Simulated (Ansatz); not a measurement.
# ClH5OSn (built from SMILES O.[Cl][SnH3]): a barrier at many levels of theory

Aim: the barrier and energy of one elementary step (Sn1–O7 formed, Cl2–H6 formed, Sn1–Cl2 broken, H6–O7 broken) from LDA up to coupled cluster, on fixed structures, to see where each rung fails.

Program: Ansatz 0.2.0, Gaussian basis. Level of theory: single points in def2-TZVPP on PBE0-D4/def2-TZVP structures. These are calculated values, not measurements.

Levels: SPW92, PBE-D4, BLYP-D4, r2SCAN-D4, B97M-V, PBE0-D4, B3LYP-D4, r2SCAN0-D4, BHLYP-D4, CAM-B3LYP-D4, wB97X-V, wB97M-V, B2PLYP, PBE-QIDH, RPA on PBE, Hartree-Fock, MP2, CCSD, CCSD(T). The reference is CCSD(T) at the basis limit, from triple and quadruple zeta. Zero-point energies come from PBE0-D4 vibrations.

Cores are frozen in the correlated methods. Filled d shells of the heavier atoms are correlated. Core potentials replace the inner electrons past krypton, and spin-orbit coupling is left out. B3LYP uses VWN-RPA correlation. B2PLYP carries no dispersion term here.

80 further runs of the same task are left out: 80 set aside as unsound or not needed.

### Step 1. The three structures

Charge 0, multiplicity 1. The folders r, ts and p hold the start, the saddle and the end; their coordinates stand in the first inputs.

```tsv
pair	r (Å)	ts (Å)	p (Å)
Sn1–O7	3.087	2.090	1.997
Cl2–H6	2.538	1.595	1.327
Sn1–Cl2	2.358	3.079	4.089
H6–O7	0.964	1.156	1.653
```

### Step 2. SPW92/def2-TZVPP

r/in.yaml reads:

```yaml
crystal:
  periodic: [false, false, false]
  atoms:
    - {symbol: Sn, position_ang: [-0.241186, 0.632418, -1.044840]}
    - {symbol: Cl, position_ang: [1.269509, -1.177123, -1.099613]}
    - {symbol: H, position_ang: [-1.774717, 0.001131, -0.703531]}
    - {symbol: H, position_ang: [0.368683, 1.763510, 0.062885]}
    - {symbol: H, position_ang: [-0.147117, 1.233834, -2.640954]}
    - {symbol: H, position_ang: [0.394009, -1.357727, 1.275459]}
    - {symbol: O, position_ang: [-0.195685, -0.738566, 1.720317]}
    - {symbol: H, position_ang: [0.326504, -0.357577, 2.430178]}
basis:
  gaussian: {orbitals: def2-TZVPP}
hamiltonian: {xc: lda}
```

ts/in.yaml reads:

```yaml
crystal:
  periodic: [false, false, false]
  atoms:
    - {symbol: Sn, position_ang: [-0.453828, 0.716837, -0.487088]}
    - {symbol: Cl, position_ang: [0.753467, -2.097600, -0.806411]}
    - {symbol: H, position_ang: [-1.800841, -0.083809, -1.105666]}
    - {symbol: H, position_ang: [-0.894036, 2.106461, 0.415879]}
    - {symbol: H, position_ang: [0.883448, 1.047250, -1.466388]}
    - {symbol: H, position_ang: [0.520833, -1.282024, 0.544888]}
    - {symbol: O, position_ang: [0.146110, -0.392102, 1.179807]}
    - {symbol: H, position_ang: [0.844846, -0.015111, 1.724880]}
basis:
  gaussian: {orbitals: def2-TZVPP}
hamiltonian: {xc: lda}
```

p/in.yaml reads:

```yaml
crystal:
  periodic: [false, false, false]
  atoms:
    - {symbol: Sn, position_ang: [-0.528228, 0.991556, -0.378380]}
    - {symbol: Cl, position_ang: [0.924769, -2.830855, -0.406898]}
    - {symbol: H, position_ang: [-1.741795, 0.083542, -1.131910]}
    - {symbol: H, position_ang: [-1.107839, 2.318146, 0.520355]}
    - {symbol: H, position_ang: [0.762545, 1.423872, -1.400614]}
    - {symbol: H, position_ang: [0.621000, -1.747309, 0.295966]}
    - {symbol: O, position_ang: [0.192884, -0.297843, 0.964591]}
    - {symbol: H, position_ang: [0.876664, 0.058791, 1.536793]}
basis:
  gaussian: {orbitals: def2-TZVPP}
hamiltonian: {xc: lda}
```

Each run has its own folder and the same command.

Run with:

```sh
$ ansatz run in.yaml --threads 4 --pin off --events-out ev --progress --plain --max-ram 9574MiB
```

Further steps of the session: PBE-D4/def2-TZVPP; BLYP-D4/def2-TZVPP; r2SCAN-D4/def2-TZVPP; B97M-V/def2-TZVPP; PBE0-D4/def2-TZVPP; B3LYP-D4/def2-TZVPP; r2SCAN0-D4/def2-TZVPP; BHLYP-D4/def2-TZVPP; CAM-B3LYP-D4/def2-TZVPP; wB97X-V/def2-TZVPP; wB97M-V/def2-TZVPP; B2PLYP/def2-TZVPP; PBE-QIDH/def2-TZVPP; RPA on PBE/def2-TZVPP; CCSD(T)/def2-TZVPP; MP2/def2-QZVPP; SPW92/def2-SVP; PBE-D4/def2-SVP; PBE0-D4/def2-SVP; wB97M-V/def2-SVP; CCSD(T)/def2-SVP; Vibrations of the start structure; Vibrations of the end structure.

**Question.** What will these runs give? Wanted: barrier, CCSD(T)/CBS; reverse barrier, CCSD(T)/CBS; step energy, CCSD(T)/CBS; barrier with zero-point energy; step energy with zero-point energy; imaginary mode at the saddle; largest T1 diagnostic.

As calculated:

```
                          quantity         value
              barrier, CCSD(T)/CBS   87.7 kJ/mol
      reverse barrier, CCSD(T)/CBS   19.8 kJ/mol
          step energy, CCSD(T)/CBS  +67.9 kJ/mol
    barrier with zero-point energy   80.1 kJ/mol
step energy with zero-point energy  +60.3 kJ/mol
      imaginary mode at the saddle     189i cm⁻¹
             largest T1 diagnostic         0.012
```

**Reading.** Among the functionals wB97X-V lands nearest to CCSD(T)/CBS (+0.2 kJ/mol) and SPW92 farthest (-40.3 kJ/mol). By rung, the mean size of the error is: LDA 40.3, GGA 14.5, meta-GGA 7.4, hybrid 5.8, range-separated hybrid 1.6, double hybrid 0.7 kJ/mol. PBE-D4 gives a barrier 17.2 kJ/mol too low, outside chemical accuracy (1 kcal/mol, 4.2 kJ/mol). The barrier rises with the share of exact exchange, from BLYP-D4 through B3LYP-D4 to BHLYP-D4 (-11.8, -3.9, +7.8 kJ/mol). Hartree-Fock, with no correlation, is off by +35.7 kJ/mol. Zero-point motion lowers the barrier by 7.6 kJ/mol.
